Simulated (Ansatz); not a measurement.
# Co (P6_3/mmc): from the listed cell to zero pressure

Aim: the volume at which the pressure of Co (P6_3/mmc) vanishes. Whether the element takes this structure at low temperature is a separate question.

Computed with Ansatz 0.2.0 (DFT PBE, scalar-relativistic, plane waves, PAW, unless a step's input says otherwise).

### Step 1. The system as given

Symmetry: P6_3/mmc, No. 194, hexagonal system. Conventional cell: a = 2.507 Å, b = 2.507 Å, c = 4.070 Å, α = 90.00°, β = 90.00°, γ = 120.00°. Co (site symmetry -6m2) has 12 Co at 2.50 to 2.51 Å as nearest neighbours.

Structure file:

```
Co
1.0
     2.50740    0.00000    0.00000
    -1.25370    2.17147    0.00000
     0.00000    0.00000    4.06990
Co
2
Direct
  0.33333 0.66667 0.25000
  0.66667 0.33333 0.75000
```

Starting moments: Co 1.50 μB.

### Step 2. First run, at the start cell

Input file input.yaml:

```yaml
crystal:
  lattice:
    - [2.5074, 0.0, 0.0]
    - [-1.2537, 2.1714720974, 0.0]
    - [0.0, 0.0, 4.0699]
  atoms:
    - { symbol: Co, position: [0.3333333333, 0.6666666667, 0.25], spin: 1.5 }
    - { symbol: Co, position: [0.6666666667, 0.3333333333, 0.75], spin: 1.5 }
basis:
  ecutwfc: 420
  ecutrho_ratio: 4
kpoints:
  mp_grid: { grid: [20, 20, 12] }
hamiltonian:
  xc: pbe
scf:
  occupations: { method: gaussian, width: 0.05 }
output:
  forces: true
  stress: true
  eigenvalues: true
  populations: true
magnetization:
  spin_polarized: true
relax:
  f_tol: 0.01
  max_steps: 60
  cell: { stress_tol: 0.04 }
```

The run is started by

```
> ansatz run input.yaml --threads 2 --pin off --max-ram 5120MiB --backend cpu --events-out ev --progress --plain --runs-dir out
```

What does the calculation give? Wanted: volume; pressure; conventional cell; gap on the mesh; moments in the spheres.

The runs gave:

```
              quantity                                                                       value
                volume                                                              10.852 Å³/atom
              pressure                                                                   -0.02 GPa
     conventional cell  a = 2.494 Å, b = 2.494 Å, c = 4.030 Å, α = 90.00°, β = 90.00°, γ = 120.00°
       gap on the mesh                                                                none (metal)
moments in the spheres                                                                  Co 1.68 μB
```

In words: The volume went from 11.08 to 10.85 Å³/atom (-2.1 %), where 0.02 GPa is left. Only the order of the starting moments is followed; others weren't tried in this session.
